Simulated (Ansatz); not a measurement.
# AsGeH3: the cost of one run

Computed with Ansatz 0.2.0, Gaussian basis. Level: RKS PBE0/def2-TZVP.

### 1 The system as given

5 atoms, charge 0, spin multiplicity 1.

Atoms are counted from 1 here; the program's logs count them from 0.

Bond lengths: Ge1–As2 2.207 Å, Ge1–H3 1.537 Å, Ge1–H4 1.535 Å, As2–H5 1.513 Å. Angles: As2–Ge1–H3 133.5°, As2–Ge1–H4 125.3°, H3–Ge1–H4 101.2°, Ge1–As2–H5 89.5°.

The start was built by rule and, where that kept it together, relaxed with GFN2-xTB. Sticks and bond lists go by distance. No spin-orbit coupling is included. 

### 2 Relaxation

The input, in.yaml:

```yaml
crystal:
  periodic: [false, false, false]
  atoms:
    - {symbol: Ge, position_ang: [-1.093111, 0.121016, 0.010670]}
    - {symbol: As, position_ang: [1.098431, -0.140175, -0.010717]}
    - {symbol: H, position_ang: [-2.012472, 1.352870, 0.019376]}
    - {symbol: H, position_ang: [-2.121712, -1.018454, 0.021006]}
    - {symbol: H, position_ang: [1.264369, 1.363649, -0.012696]}
basis:
  gaussian: {orbitals: def2-TZVP}
hamiltonian: {xc: pbe0}
relax: {f_tol: 0.004, max_steps: 80}
```

Run with:

```bash
ansatz run in.yaml --threads 1 --pin off --events-out ev --progress --plain --max-ram 2176MiB
```

Q: Estimate wall time and peak memory on 1 thread of Intel Xeon 6975P-C, shared host.

About 25 s, with a peak of 0.25 GiB.
